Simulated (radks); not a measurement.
# Si with its nuclear charge varied continuously

An exercise on one series of results from a longer session: the logs are not shown, and one member is left open.

The numbers are computed with radks (a radial shooting solver on a logarithmic mesh, Libxc functionals) version 1 (Dirac Kohn-Sham, LDA (Slater exchange, Perdew-Wang correlation), spin-unpolarised, spherical densities, finite nucleus; open shells are shared between the two j in proportion to 2j + 1), except any that are marked as measured or tabulated.

## What is computed

* element: silicon (Z = 14)
* charge: 0
* electrons: 14
* configuration: [Ne] 3s2 3p2
* nuclear rms radius: 3.1224 fm

The outer shells:

Si
```
[Ne] core
3s [↑↓]
3p [↑ ][↑ ][  ]
```

The first run:

Input:

```text
Z 14
configuration [Ne] 3s2 3p2
relativity Dirac
functional lda,pw
spin unpolarised
j_filling average
nucleus finite rms 3.1224 fm
c 137.035999084
```

Among the steps run: Z = 14.

One table of the session follows, with a row left open; its other results are not shown here.

It belongs to the step «Z = 14». Sizes of the orbitals, from the radial functions (bohr):

```
level     <r>  outermost maximum (interpolated)  90 % within  nodes
1s1/2  0.1116                            0.0728        0.200      0
2s1/2  0.5706                             0.456        0.900      1
2p1/2       ?                                 ?            ?      ?
2p3/2  0.5395                             0.388        0.908      0
3s1/2   2.158                              1.77         3.31      2
3p1/2   2.787                              2.14         4.45      1
3p3/2   2.797                              2.15         4.46      1
```

**Question.** Estimate the row for 2p1/2.

As computed: <r>: 0.5372; outermost maximum (interpolated): 0.386; 90 % within: 0.905; nodes: 0. In the column «<r>» it lies between 1s1/2 (0.1116) and 2p3/2 (0.5395).
